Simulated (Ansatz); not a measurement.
# SrCd: stress in a strained cell

Aim: deform SrCd (equal xx and yy strain of -2 %) and compute stress, forces and field gradients with LAPW, PAW and all-electron datasets made for the crystal.

Program: Ansatz 0.2.0. Level of theory: DFT LDA, scalar-relativistic. These are calculated values, not measurements.

## Step 1: The system as given

The structure is cubic, space group Pm-3m (No. 221). The conventional cell has a = 4.003 Å, b = 4.003 Å, c = 4.003 Å, α = 90.00°, β = 90.00°, γ = 90.00°. Sr (site symmetry m-3m) has 8 Cd at 3.47 Å as nearest neighbours. Around Cd (site symmetry m-3m) lie 8 Sr at 3.47 Å.

As a file:

```
CELL_PARAMETERS angstrom
4.00300 0.00000 0.00000
0.00000 4.00300 0.00000
0.00000 0.00000 4.00300
ATOMIC_POSITIONS crystal
Sr 0.50000 0.50000 0.50000
Cd 0.00000 0.00000 0.00000
```

Atoms are numbered in the order of the input: Sr1, Cd2.

## Step 2: After the deformation

Space group Pm-3m before, P4/mmm after.

## Step 3: Full-potential LAPW

The input, input.yaml:

```yaml
crystal:
  lattice:
    - [3.92294, 0.0, 0.0]
    - [0.0, 3.92294, 0.0]
    - [0.0, 0.0, 4.003]
  atoms:
    - { symbol: Sr, position: [0.5, 0.5, 0.5] }
    - { symbol: Cd, position: [0.0, 0.0, 0.0] }
kpoints:
  mp_grid: { grid: [10, 10, 10] }
  band_path:
    path:
      - [0.0, 0.0, 0.0]
      - [0.0, 0.5, 0.0]
      - [0.5, 0.5, 0.0]
      - [0.0, 0.0, 0.0]
      - [0.0, 0.0, 0.5]
      - [0.0, 0.5, 0.5]
      - [0.5, 0.5, 0.5]
      - [0.0, 0.0, 0.5]
      - [0.0, 0.5, 0.0]
    npoints: 5
scf:
  occupations: { method: fermi_dirac, width: 0.08 }
hamiltonian:
  xc: lda
  pseudopotentials: { kind: all_electron, lapw: { basis_error: 0.0005 } }
output:
  forces: true
  stress: true
  eigenvalues: true
```

Launch:

```sh
ansatz run input.yaml --threads 1 --pin off --max-ram 3072MiB --backend cpu --events-out ev --progress --plain --runs-dir out
```

## Step 4: PAW with frozen cores

The input, input.yaml:

```yaml
crystal:
  lattice:
    - [3.92294, 0.0, 0.0]
    - [0.0, 3.92294, 0.0]
    - [0.0, 0.0, 4.003]
  atoms:
    - { symbol: Sr, position: [0.5, 0.5, 0.5] }
    - { symbol: Cd, position: [0.0, 0.0, 0.0] }
kpoints:
  mp_grid: { grid: [10, 10, 10] }
scf:
  occupations: { method: fermi_dirac, width: 0.08 }
hamiltonian:
  xc: lda
  pseudopotentials: { kind: paw }
output:
  forces: true
  stress: true
  eigenvalues: true
  efg: { contact_densities: true }
  write_density: true
  write_potential: true
  elf: true
  volumetric_format: npy
```

## Step 5: All-electron PAW on datasets made for the crystal

input.yaml, as its differences from that of step 4:

```diff
@@ -14,3 +14,3 @@
   xc: lda
-  pseudopotentials: { kind: paw }
+  pseudopotentials: { kind: all_electron, datasets: crystal }
 output:
@@ -20,5 +20 @@
   efg: { contact_densities: true }
-  write_density: true
-  write_potential: true
-  elf: true
-  volumetric_format: npy
```

(Steps that only read results are left out.)

**Question.** What will these runs give? Wanted: pressure; largest shear or deviatoric stress.

**Answer**, as computed:

```
                                 quantity                                              value
                                 pressure  LAPW -1.03, PAW -1.03, crystal datasets -1.04 GPa
largest shear or deviatoric stress (LAPW)                                           0.38 GPa
```

In words: The largest part of the stress beyond the pressure is 0.38 GPa in size, in the zz component; the atoms are carried along and not relaxed. No run of the undeformed cell stands beside it, so the pressure holds what the given cell had before the change. PAW: stress within 0.01 GPa of LAPW. Crystal datasets: stress within 0.01 GPa of LAPW.
